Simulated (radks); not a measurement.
# Valence configurations of P

NIST gives [Ne] 3s2 3p3 as the ground configuration of P. Does this level of theory agree? Several fillings of the valence shells are run.

Method: scalar-relativistic Kohn-Sham, r2SCAN, spin-polarised, spherical densities, finite nucleus; open shells are filled with parallel spins first. Code: radks (a radial shooting solver on a logarithmic mesh, Libxc functionals) version 1.

## 1. What is computed

```
element            : phosphorus (Z = 15)
charge             : 0
electrons          : 15
configuration      : [Ne] 3s2 3p3
nuclear rms radius : 3.1889 fm
others tried       : 3s1.5 3p3.5; 3s1 3p4; 3p5
```

The outer shells:

P
```
[Ne] core
3s [↑↓]
3p [↑ ][↑ ][↑ ]
```

## 2. [Ne] 3s2 3p3

Input:

```text
Z 15
configuration [Ne] 3s2 3p3
relativity scalar-relativistic
functional r2scan,r2scan
spin polarised
nucleus finite rms 3.1889 fm
c 137.035999084
```

## 3. [Ne] 3s1.5 3p3.5

Settings, as their differences from step 2:

```diff
@@ -1,3 +1,3 @@
 Z 15
-configuration [Ne] 3s2 3p3
+configuration [Ne] 3s1.5 3p3.5
 relativity scalar-relativistic
```

## 4. [Ne] 3s1 3p4

Settings, as their differences from step 3:

```diff
@@ -1,3 +1,3 @@
 Z 15
-configuration [Ne] 3s1.5 3p3.5
+configuration [Ne] 3s1 3p4
 relativity scalar-relativistic
```

## 5. [Ne] 3p5

Settings, as their differences from step 4:

```diff
@@ -1,3 +1,3 @@
 Z 15
-configuration [Ne] 3s1 3p4
+configuration [Ne] 3p5
 relativity scalar-relativistic
```

What does the calculation give? Wanted: for each run, valence; E − E(NIST configuration); moment; highest level; its energy; 1s shift.

**Answer**, as computed:

```csv
valence,E − E(NIST configuration) (eV),moment (μB),highest level,its energy (eV),1s shift (eV)
3s2 3p3,0.000,3,3p up,-6.684,+0.00
3s1.5 3p3.5,4.341,3,3p down,-3.647,-0.94
3s1 3p4,8.467,3,3p down,-3.901,-1.97
3p5,20.141,1,3p down,-6.147,-3.91
```

**Reading.** Theory agrees with NIST among these: the next, 3s1.5 3p3.5, lies 4.341 eV higher. The energies are those of spherical high-spin densities, not of single terms. The 1s eigenvalue shifts by up to 3.91 eV as the valence charge is rearranged.
